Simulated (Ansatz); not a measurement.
# Ca3GeBiH4: the cost of one run

Computed with Ansatz 0.2.0 (DFT PBE, scalar-relativistic, plane waves, PAW, unless a step's input says otherwise).

1 further run of the same task is left out (it didn't finish).

### 1 The system as given

The structure is hexagonal, space group P6/mmm (No. 191). Conventional cell: a = 7.083 Å, b = 7.083 Å, c = 5.184 Å, α = 90.00°, β = 90.00°, γ = 120.00°. Ca (site symmetry mmm) is surrounded by 2 H at 2.04 Å. Ge (site symmetry 6/mmm) is surrounded by 2 Bi at 2.59 Å. Bi (site symmetry 6/mmm) is surrounded by 2 Ge at 2.59 Å. Around H (site symmetry -6m2) lie 3 Ca at 2.04 Å. Around H (site symmetry -6m2) lie 2 H at 2.59 Å.

Structure file:

```
Ca Ge Bi H
1.0
     7.08306    0.00000    0.00000
    -3.54153    6.13411    0.00000
     0.00000    0.00000    5.18403
Ca Ge Bi H
3 1 1 4
Direct
  0.50000 0.00000 0.50000
  0.00000 0.50000 0.50000
  0.50000 0.50000 0.50000
  0.00000 0.00000 0.00000
  0.00000 0.00000 0.50000
  0.33333 0.66667 0.50000
  0.66667 0.33333 0.50000
  0.33333 0.66667 0.00000
  0.66667 0.33333 0.00000
```

It is the end of an earlier relaxation with the same method, from a generated guess; it needn't be the stable form of this composition. At a tolerance of 0.05 Å it has space group P6/mmm (No. 191); it has 25.03 Å³/atom, an uncorrected energy of +0.14 eV/atom over the elements.

### 2 Bands, states and charges

input.yaml

```yaml
crystal:
  lattice:
    - [7.083060194, 0.0, 0.0]
    - [-3.541530097, 6.1341100646, 0.0]
    - [0.0, 0.0, 5.1840344867]
  atoms:
    - { symbol: Ca, position: [0.5, 0.0, 0.5] }
    - { symbol: Ca, position: [0.0, 0.5, 0.5] }
    - { symbol: Ca, position: [0.5, 0.5, 0.5] }
    - { symbol: Ge, position: [0.0, 0.0, 0.0] }
    - { symbol: Bi, position: [0.0, 0.0, 0.5] }
    - { symbol: H, position: [0.3333333333, 0.6666666667, 0.5] }
    - { symbol: H, position: [0.6666666667, 0.3333333333, 0.5] }
    - { symbol: H, position: [0.3333333333, 0.6666666667, 0.0] }
    - { symbol: H, position: [0.6666666667, 0.3333333333, 0.0] }
basis:
  ecutwfc: 420
kpoints:
  mp_grid: { grid: [6, 6, 8] }
  band_path:
    path:
      - [[0.0, 0.0, 0.0], [0.5, 0.0, 0.0], [0.33333333, 0.33333333, 0.0], [0.0, 0.0, 0.0], [0.0, 0.0, 0.5], [0.5, 0.0, 0.5], [0.33333333, 0.33333333, 0.5], [0.0, 0.0, 0.5]]
      - [[0.5, 0.0, 0.5], [0.5, 0.0, 0.0]]
      - [[0.33333333, 0.33333333, 0.5], [0.33333333, 0.33333333, 0.0]]
    npoints: 14
hamiltonian:
  xc: pbe
scf:
  occupations: { method: gaussian, width: 0.1 }
  n_extra_bands: 22
output:
  forces: true
  stress: true
  eigenvalues: true
  populations: true
  dos: { projected: true, de: 0.02, nscf_kmesh: { grid: [8, 8, 10] } }
  bader: true
  write_density: true
  write_potential: true
  elf: true
  volumetric_format: npy
```

Started as:

```
ansatz run input.yaml --threads 1 --pin off --max-ram 2560MiB --backend cpu --events-out ev --progress --plain --runs-dir out
```

What time and memory should one allow on 1 thread of Arm Neoverse V1, shared host?

About 2.7 min, with a peak of 1 GiB.
